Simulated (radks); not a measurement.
# Cu²⁺ in [Ar] 3d8 4p1: an all-electron calculation

An exercise on one series of results from a longer session: the logs are not shown, and one member is left open.

Method: Dirac Kohn-Sham, PBEsol, spin-unpolarised, spherical densities, finite nucleus; open shells fill j = l - 1/2 first. Code: radks (a radial shooting solver on a logarithmic mesh, Libxc functionals) version 1.

**Starting point**

| Quantity | Value |
| --- | --- |
| element | copper (Z = 29) |
| charge | +2 |
| electrons | 27 |
| configuration | [Ar] 3d8 4p1 |
| nuclear rms radius | 3.8823 fm |

Set-up of the first run:

The run's settings:

```text
Z 29
configuration [Ar] 3d8 4p1
relativity Dirac
functional pbe_sol,pbe_sol
spin unpolarised
j_filling energy
nucleus finite rms 3.8823 fm
c 137.035999084
```

Steps of the session up to this table: Self-consistent calculation.

One table of the session follows, with a row left open; its other results are not shown here.

It belongs to the step «Radial structure». Sizes of the orbitals, from the radial functions (bohr):

```
level      <r>  outermost maximum (interpolated)  90 % within  nodes
1s1/2  0.05216                            0.0341       0.0932      0
2s1/2   0.2352                             0.197        0.364      1
2p1/2   0.2043                             0.156        0.335      0
2p3/2   0.2076                             0.159        0.339      0
3s1/2   0.7060                             0.612         1.06      2
3p1/2   0.7307                             0.612         1.13      1
3p3/2   0.7407                             0.620         1.14      1
3d3/2        ?                                 ?            ?      ?
3d5/2   0.8682                             0.588         1.48      0
4p1/2    2.582                              2.21         3.84      2
4p3/2    2.608                              2.24         3.88      2
```

Estimate the missing values for 3d3/2.

The run gave: <r>: 0.8633; outermost maximum (interpolated): 0.586; 90 % within: 1.47; nodes: 0. In the column «<r>» it lies between 3p3/2 (0.7407) and 3d5/2 (0.8682).
